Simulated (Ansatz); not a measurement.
# Tl: the cost of one run

Program: Ansatz 0.2.0. Level of theory: DFT PBE, plane waves, PAW, scalar-relativistic, no spin polarisation. These are calculated values, not measurements.

## 1. The starting structure

The cell holds 36 atoms (Tl36): a = 10.715 Å, b = 10.715 Å, c = 11.422 Å, α = 90.00°, β = 90.00°, γ = 120.00°.

The coordinates stand in the first input below.

## 2. Run 1

250 steps of 4.5 fs under a Langevin thermostat at 1300 K.

Input file input.yaml:

```yaml
crystal:
  lattice:
    - [10.715068, 0.0, 0.0]
    - [-5.357534, 9.279521, 0.0]
    - [0.0, 0.0, 11.422262]
  atoms:
    - { symbol: Tl, position: [0.0, 0.0, 0.0] }
    - { symbol: Tl, position: [0.1111111, 0.2222222, 0.25] }
    - { symbol: Tl, position: [0.0, 0.0, 0.5] }
    - { symbol: Tl, position: [0.1111111, 0.2222222, 0.75] }
    - { symbol: Tl, position: [0.0, 0.3333333, 0.0] }
    - { symbol: Tl, position: [0.1111111, 0.5555556, 0.25] }
    - { symbol: Tl, position: [0.0, 0.3333333, 0.5] }
    - { symbol: Tl, position: [0.1111111, 0.5555556, 0.75] }
    - { symbol: Tl, position: [0.0, 0.6666667, 0.0] }
    - { symbol: Tl, position: [0.1111111, 0.8888889, 0.25] }
    - { symbol: Tl, position: [0.0, 0.6666667, 0.5] }
    - { symbol: Tl, position: [0.1111111, 0.8888889, 0.75] }
    - { symbol: Tl, position: [0.3333333, 0.0, 0.0] }
    - { symbol: Tl, position: [0.4444444, 0.2222222, 0.25] }
    - { symbol: Tl, position: [0.3333333, 0.0, 0.5] }
    - { symbol: Tl, position: [0.4444444, 0.2222222, 0.75] }
    - { symbol: Tl, position: [0.3333333, 0.3333333, 0.0] }
    - { symbol: Tl, position: [0.4444444, 0.5555556, 0.25] }
    - { symbol: Tl, position: [0.3333333, 0.3333333, 0.5] }
    - { symbol: Tl, position: [0.4444444, 0.5555556, 0.75] }
    - { symbol: Tl, position: [0.3333333, 0.6666667, 0.0] }
    - { symbol: Tl, position: [0.4444444, 0.8888889, 0.25] }
    - { symbol: Tl, position: [0.3333333, 0.6666667, 0.5] }
    - { symbol: Tl, position: [0.4444444, 0.8888889, 0.75] }
    - { symbol: Tl, position: [0.6666667, 0.0, 0.0] }
    - { symbol: Tl, position: [0.7777778, 0.2222222, 0.25] }
    - { symbol: Tl, position: [0.6666667, 0.0, 0.5] }
    - { symbol: Tl, position: [0.7777778, 0.2222222, 0.75] }
    - { symbol: Tl, position: [0.6666667, 0.3333333, 0.0] }
    - { symbol: Tl, position: [0.7777778, 0.5555556, 0.25] }
    - { symbol: Tl, position: [0.6666667, 0.3333333, 0.5] }
    - { symbol: Tl, position: [0.7777778, 0.5555556, 0.75] }
    - { symbol: Tl, position: [0.6666667, 0.6666667, 0.0] }
    - { symbol: Tl, position: [0.7777778, 0.8888889, 0.25] }
    - { symbol: Tl, position: [0.6666667, 0.6666667, 0.5] }
    - { symbol: Tl, position: [0.7777778, 0.8888889, 0.75] }
basis:
  ecutwfc: 420.0
kpoints:
  mp_grid: { grid: [1, 1, 1] }
hamiltonian:
  xc: pbe
scf:
  occupations: { method: fermi_dirac, width: 0.11 }
  lower_state_search: "off"
md:
  timestep: 4.5
  n_steps: 250
  ensemble: nvt_langevin
  temperature: 1300.0
  initial_velocities: maxwell_boltzmann
  seed: 513714
  friction: 0.02
```

Run with:

```
$ ansatz run input.yaml --threads 4 --pin off --max-ram 10240MiB --backend cpu --events-out ev --progress --plain --runs-dir out
```

**Question.** How long does this run take on 4 threads of Intel Xeon 6975P-C (Granite Rapids), shared host, and how much memory does it need?

About 11 min, with a peak of 1.4 GiB.
